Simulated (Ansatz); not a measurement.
A nudged elastic band was laid between two geometries of a periodic cell of 17 atoms, LiSi16 (host Si, host structure diamond, interstitial Li), cell charge +1.

Theory: Ansatz, DFT PBE, scalar-relativistic, plane waves, PAW. Settings: PAW set soft_1, cutoff 420 eV, k mesh 2x2x2, fermi-dirac smearing 0.05 eV, no spin polarisation.

```
movable images  : 5
climbing image  : yes
spring          : 5.0 eV/Å²
optimiser       : quadratic models (default)
start path      : IDPP
force threshold : 0.05 eV/Å
iteration limit : 54
end points      : relaxed
```

Image 0:

```xyz
17
Lattice="0.0000 5.4300 5.4300 5.4300 0.0000 5.4300 5.4300 5.4300 0.0000" Properties=species:S:1:pos:R:3
Si -0.008 0.007 -0.014
Si 1.359 1.334 1.352
Si 2.741 2.688 -0.031
Si 4.095 4.071 1.352
Si 2.725 0.008 2.719
Si 4.073 1.356 4.068
Si 5.422 2.705 2.719
Si 6.789 4.071 4.046
Si -0.024 2.689 2.734
Si 1.358 4.071 4.088
Si 2.741 5.453 2.734
Si 4.074 6.786 4.066
Si 2.725 2.705 5.416
Si 4.052 4.071 6.782
Si 5.406 5.453 5.399
Si 6.788 6.807 6.782
Li 6.789 4.071 6.781
```

Image 6:

Only the atoms that move by more than 0.05 Å are listed.
```
Li17 8.155 2.702 8.135
```

Task: What changes between the two ends?

Result: Contacts lost: Si8–Li17, Si14–Li17, Si15–Li17, Si16–Li17. Contacts made: Si5–Li17, Si6–Li17, Si7–Li17, Si13–Li17. The atom that moves furthest is Li17, by 2.36 Å.

Task: Give the energies along the band, and the barrier.

Result: The forces met the threshold. The highest image is number 3 of 0 to 6, 0.58 eV above the ends, which have the same energy within 2 meV. By the program's own check the climbing image is of a kind that is not told: the force calls were inconclusive, a negative curvature could not be distinguished from the path's own, the only one lies far off the path, or fixed occupations may fill a level only in part (lowest curvatures found: -2.17 and 0.88 eV/Å²). Limits of this set-up: charged cell in a uniform background, uncorrected.

```json
{"image": "0", "path coordinate (Å)": "0.00", "energy (eV)": "0.00", "Si8–Li17 (Å)": "2.74", "Si14–Li17 (Å)": "2.74", "Si15–Li17 (Å)": "2.39"}
{"image": "1", "path coordinate (Å)": "0.43", "energy (eV)": "0.11", "Si8–Li17 (Å)": "2.92", "Si14–Li17 (Å)": "2.92", "Si15–Li17 (Å)": "2.57"}
{"image": "2", "path coordinate (Å)": "0.85", "energy (eV)": "0.41", "Si8–Li17 (Å)": "3.21", "Si14–Li17 (Å)": "3.20", "Si15–Li17 (Å)": "2.94"}
{"image": "3", "path coordinate (Å)": "1.28", "energy (eV)": "0.58", "Si8–Li17 (Å)": "3.53", "Si14–Li17 (Å)": "3.52", "Si15–Li17 (Å)": "3.37"}
{"image": "4", "path coordinate (Å)": "1.71", "energy (eV)": "0.41", "Si8–Li17 (Å)": "3.87", "Si14–Li17 (Å)": "3.87", "Si15–Li17 (Å)": "3.81"}
{"image": "5", "path coordinate (Å)": "2.14", "energy (eV)": "0.11", "Si8–Li17 (Å)": "4.22", "Si14–Li17 (Å)": "4.22", "Si15–Li17 (Å)": "4.28"}
{"image": "6", "path coordinate (Å)": "2.57", "energy (eV)": "0.00", "Si8–Li17 (Å)": "4.49", "Si14–Li17 (Å)": "4.48", "Si15–Li17 (Å)": "4.68"}
```

Task: What is the geometry of the highest image?

Result: 
```xyz
17
Lattice="0.0000 5.4300 5.4300 5.4300 0.0000 5.4300 5.4300 5.4300 0.0000" Properties=species:S:1:pos:R:3
Si -0.105 0.105 -0.107
Si 1.305 1.289 1.299
Si 2.771 2.659 -0.071
Si 4.140 4.124 1.299
Si 2.685 -0.012 2.679
Si 3.981 1.448 3.975
Si 5.441 2.744 2.679
Si 6.821 4.039 4.058
Si -0.064 2.658 2.766
Si 1.301 4.128 4.135
Si 2.773 5.494 2.767
Si 4.181 6.680 4.176
Si 2.683 2.746 5.434
Si 4.065 4.038 6.815
Si 5.525 5.334 5.518
Si 6.822 6.794 6.816
Li 7.468 3.393 7.464
```

The run took 6 min on 1 thread of Arm Neoverse V1, with other jobs on the host, peak memory 0.81 GiB.
